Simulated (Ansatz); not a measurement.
# InAs: the cost of one run

Method: DFT r2SCAN, scalar-relativistic, plane waves, PAW, in Ansatz 0.2.0.

The COD entry's cell or inner coordinates are ideal or old and differ from later refinements, so a difference from it is no clean test against experiment.

## 1. The system as given

It takes space group F-43m (No. 216, cubic). Conventional cell: a = 6.048 Å, b = 6.048 Å, c = 6.048 Å, α = 90.00°, β = 90.00°, γ = 90.00°. In (site symmetry -43m) is surrounded by 4 As at 2.62 Å. As (site symmetry -43m) has 4 In at 2.62 Å as nearest neighbours.

Coordinates:

```cif
data_structure
_symmetry_space_group_name_H-M 'F-43m'
_symmetry_Int_Tables_number 216
_cell_length_a 6.0480
_cell_length_b 6.0480
_cell_length_c 6.0480
_cell_angle_alpha 90.000
_cell_angle_beta 90.000
_cell_angle_gamma 90.000
_cell_volume 221.23
loop_
_atom_site_label
_atom_site_type_symbol
_atom_site_symmetry_multiplicity
_atom_site_Wyckoff_symbol
_atom_site_fract_x
_atom_site_fract_y
_atom_site_fract_z
_atom_site_occupancy
In1 In 4 a 0.00000 0.00000 0.00000 1
As1 As 4 c 0.25000 0.25000 0.25000 1
```

No relaxation comes first: the listed cell is the starting point.

## 2. Zero of the scan

Input file input.yaml:

```yaml
crystal:
  lattice:
    - [0.0, 3.024, 3.024]
    - [3.024, 0.0, 3.024]
    - [3.024, 3.024, 0.0]
  atoms:
    - { symbol: In, position: [0.0, 0.0, 0.0] }
    - { symbol: As, position: [0.75, 0.75, 0.75] }
basis:
  ecutwfc: 500
kpoints:
  mp_grid: { grid: [10, 10, 10] }
hamiltonian:
  xc: r2scan
scf:
  occupations: { method: gaussian, width: 0.03 }
output:
  forces: true
  stress: true
  eigenvalues: true
```

The run is started by

```sh
$ ansatz run input.yaml --threads 1 --pin off --max-ram 2560MiB --backend cpu --events-out ev --progress --plain --runs-dir out
```

What time and memory should one allow on 1 thread of Intel Xeon Platinum 8259CL at 2.50GHz (Skylake/Cascade Lake), shared host?

About 14 s, with a peak of 0.56 GiB.
